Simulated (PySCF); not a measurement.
# C3H6B2: the cost of one run

The runs use PySCF 2.14.0, with density-fitted response routines of our own; the level of theory stands in each step. All values are computed, except where a source is named. Atoms count from 0, in the outputs and in this text.

## 1. The starting structure

11 atoms, charge 0, multiplicity 1; geometry from: GFN2-xTB. The atoms were then displaced at random by about 0.01 Å, so the start is not that level's minimum.

Bonds of the start (Å): B0–C1 1.57, C1–B2 1.57, B2–C3 1.56, C3–C4 1.17, B0–H5 1.17, B0–H6 1.16, C1–H7 1.08, C1–H8 1.10, B2–H9 1.16, C4–H10 1.05.

## 2. Optimising the geometry at PBE0-D3(BJ)/def2-SVP

The job: settings as JSON, then the geometry in Å.

```
{"job": {"xc": "PBE0", "basis": "def2-SVP", "d3": "d3bj", "grid": 1, "shake": 0.01, "kind": "geom"}, "charge": 0, "multiplicity": 1}
B     -1.541610     0.050060     0.997990
C     -0.939550     0.480360    -0.382670
B      0.183490    -0.579420    -0.662660
C      1.647760    -0.274680    -0.236350
C      2.745000    -0.033490     0.085480
H     -1.147640     0.529360     1.988100
H     -2.424220    -0.706410     1.033990
H     -1.660690     0.434740    -1.180810
H     -0.512280     1.492760    -0.320790
H     -0.039970    -1.603660    -1.162150
H      3.727810     0.184540     0.394060
```

The run is started by

```
> OMP_NUM_THREADS=1 python probes_run.py task.json out
```

One launch serves the whole session: the jobs run in the order shown.

Q: Estimate the wall time and peak memory of this first job on 1 thread of Arm Neoverse V2, shared host.

About 24 s, with a peak of 0.4 GiB.
